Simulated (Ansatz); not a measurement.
AlFe3 and its elements: a formation energy from the elements, run with Ansatz 0.2.0, Python API.

`run_formation.py`:
```python
# -*- coding: utf-8 -*-
from collections import Counter
import warnings

import ansatz as az
import numpy as np

XC = "r2scan"
K_SPACING = 0.27
FILLING = "gaussian"
WIDTH_EV = 0.05

PHASES = {
    "AlFe3": (
        [[3.639291, 0.0, 0.0], [0.0, 3.639291, 0.0], [0.0, 0.0, 3.639291]],
        [
            ("Al", [0.0, 0.0, 0.0]),
            ("Fe", [0.0, 0.5, 0.5]),
            ("Fe", [0.5, 0.0, 0.5]),
            ("Fe", [0.5, 0.5, 0.0]),
        ],
    ),
    "Al": (
        [[0.0, 2.024805, 2.024805], [2.024805, 0.0, 2.024805], [2.024805, 2.024805, 0.0]],
        [
            ("Al", [0.0, 0.0, 0.0]),
        ],
    ),
    "Fe": (
        [[-1.443, 1.443, 1.443], [1.443, -1.443, 1.443], [1.443, 1.443, -1.443]],
        [
            ("Fe", [0.0, 0.0, 0.0]),
        ],
    ),
}
MOMENTS = {"Fe": 3.5}  # parallel starting moments in muB


def build(vectors, sites):
    crystal = az.Crystal(lattice=az.Lattice.of(vectors))
    for symbol, position in sites:
        crystal = crystal.atom(symbol, position)
    return crystal

POLARISED = {"AlFe3", "Fe"}


def solve(name, crystal):
    calc = (
        crystal.calculation()
        .functional(XC)
        .basis(20 * az.Ha)
        .kpoints(spacing=K_SPACING)
        .occupations(FILLING, width=WIDTH_EV)
        .stress()
    )
    if name in POLARISED:
        calc = calc.spin("collinear")
    calc = calc.relax(force_tolerance=0.01, fix_cell=["shape"])
    return calc.run(threads=1)


def counts(outcome):
    return Counter(site.symbol for site in outcome.lattice.sites)

def formation_energy(outcome, mu):
    n = counts(outcome)
    return (outcome.report["energy_sigma0_ev"] - sum(k * mu[element] for element, k in n.items())) / sum(n.values())


def volume_per_atom(outcome):
    return abs(np.linalg.det(outcome.lattice.cell_ang)) / len(outcome.lattice.sites)

warnings.simplefilter("ignore", az.DeckWarning)

phases = {name: build(*cell) for name, cell in PHASES.items()}
for name in ["AlFe3", "Fe"]:
    phases[name] = phases[name].moments({e: m for e, m in MOMENTS.items() if e in phases[name].species()})

done = {}
for name, crystal in phases.items():
    done[name] = solve(name, crystal)
    print(f"{name}: {done[name].report['energy_sigma0_ev']:.4f} eV, {len(done[name].lattice.sites)} atoms")

references = {"Al": "Al", "Fe": "Fe"}
mu = {element: done[name].report["energy_sigma0_ev"] / len(done[name].lattice.sites) for element, name in references.items()}

target = done["AlFe3"]
heat = formation_energy(target, mu)
for element, value in mu.items():
    print(f"mu({element}) = {value:.4f} eV from {references[element]}, {volume_per_atom(done[references[element]]):.2f} A^3/atom")
print(f"formation energy of AlFe3: {heat:.4f} eV/atom = {96.4853 * heat:.1f} kJ/mol of atoms")
```

Is AlFe3 bound against its elements at this level, and by how much?

The formation energy is -0.183 eV an atom (-17.7 kJ per mole of atoms), so AlFe3 lies below the reference phases.

What the script printed:

```console
$ python run_formation.py
AlFe3: -13998.7960 eV, 4 atoms
Al: -540.3957 eV, 1 atoms
Fe: -4485.8895 eV, 1 atoms
mu(Al) = -540.3957 eV from Al, 15.82 A^3/atom
mu(Fe) = -4485.8895 eV from Fe, 11.89 A^3/atom
formation energy of AlFe3: -0.1830 eV/atom = -17.7 kJ/mol of atoms
```

Reading the output:
- Absolute energies stand on the zero of these potentials, so only differences at equal settings mean something.
- Other magnetic orders than the one started from may lie lower.
- Atoms and volume are relaxed with the cell's shape held, which in cells of lower than cubic symmetry can hide stresses and shift volumes.
- r2SCAN tends to overestimate the moments of itinerant magnets.
- The cells come from databases of deposited and of computed structures, and not all need be stable phases.
- The compound is the structure given, not necessarily its lowest; energies are at zero temperature, with no correction for gases. Magnetic phases start from parallel moments and may not end in their lowest magnetic state. A semilocal functional's error on such energies is often 0.05 to 0.1 eV an atom, and 0.1 to 0.3 eV against gases such as O2 or F2.
- Hardware and time: 83 s on 1 thread of Arm Neoverse V1 (shared host), peak memory 0.57 GiB.

(A comment or docstring line of the script was reworded after the run, the code is as it ran; lines on the test bed's own set-up are left out of the output.)
